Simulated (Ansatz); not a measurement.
# C₃H₄O₂Si: a spread of methods, bases and states

Method: the settings change from run to run; program: Ansatz 0.2.0, Gaussian basis.

## 1. The relaxed structure

The geometry comes from an earlier relaxation with PBE0-D4/def2-TZVP; it is a stationary point, not always the lowest conformer.

10 atoms, charge 0, spin multiplicity 1.

Atoms are counted from 1 here; the program's logs count them from 0.

Bond lengths: C1–C2 1.206 Å, C1–H7 1.066 Å, C2–Si3 1.816 Å, Si3–C4 1.921 Å, Si3–H8 1.480 Å, Si3–H9 1.480 Å, C4–O5 1.203 Å, C4–O6 1.340 Å, O6–H10 0.972 Å. Angles: C2–C1–H7 179.9°, C1–C2–Si3 179.8°, C2–Si3–C4 112.6°, C2–Si3–H8 110.5°, C2–Si3–H9 110.5°, C4–Si3–H8 106.2°, C4–Si3–H9 106.2°, H8–Si3–H9 110.8°, Si3–C4–O5 120.7°, Si3–C4–O6 116.4°, O5–C4–O6 123.0°, C4–O6–H10 107.0°.

As a file:

```mol
C3H4O2Si
  3D, bonds by distance, orders not assigned

 10  9  0  0  0  0  0  0  0  0999 V2000
    0.6551   -2.4703   -0.7946 C   0  0
    0.2149   -1.5697   -0.1249 C   0  0
   -0.4474   -0.2097    0.8800 Si  0  0
   -0.1648    1.5095    0.0719 C   0  0
   -0.5471    2.5127    0.6146 O   0  0
    0.4709    1.5151   -1.1073 O   0  0
    1.0456   -3.2650   -1.3885 H   0  0
   -1.9110   -0.3531    1.0444 H   0  0
    0.2268   -0.1632    2.1965 H   0  0
    0.5401    2.4423   -1.3891 H   0  0
  1  2  8  0
  2  3  8  0
  3  4  8  0
  4  5  8  0
  4  6  8  0
  1  7  8  0
  3  8  8  0
  3  9  8  0
  6 10  8  0
M  END
```

## 2. MP2/x2c-TZVPPall

Set apart from the defaults: correlated electrons set to outside_noble_gas, high accuracy.

Contents of in.yaml:

```yaml
crystal:
  periodic: [false, false, false]
  atoms:
    - {symbol: C, position_ang: [0.655148, -2.470328, -0.794577]}
    - {symbol: C, position_ang: [0.214887, -1.569699, -0.124926]}
    - {symbol: Si, position_ang: [-0.447354, -0.209716, 0.879975]}
    - {symbol: C, position_ang: [-0.164758, 1.509530, 0.071906]}
    - {symbol: O, position_ang: [-0.547057, 2.512657, 0.614580]}
    - {symbol: O, position_ang: [0.470852, 1.515102, -1.107263]}
    - {symbol: H, position_ang: [1.045648, -3.264997, -1.388543]}
    - {symbol: H, position_ang: [-1.910984, -0.353094, 1.044400]}
    - {symbol: H, position_ang: [0.226770, -0.163203, 2.196491]}
    - {symbol: H, position_ang: [0.540147, 2.442347, -1.389143]}
basis:
  gaussian: {orbitals: x2c-TZVPPall}
hamiltonian: {xc: {name: HF}}
correlation: {method: mp2, electrons: outside_noble_gas}
accuracy: high
```

Command:

```sh
ansatz run in.yaml --threads 4 --pin off --events-out ev --progress --plain --max-ram 10444MiB
```

**Question.** How long does this run take on 4 threads of Oxide Virtual Turin-like, shared host, and how much memory does it need?

About 16 s, with a peak of 1.7 GiB.
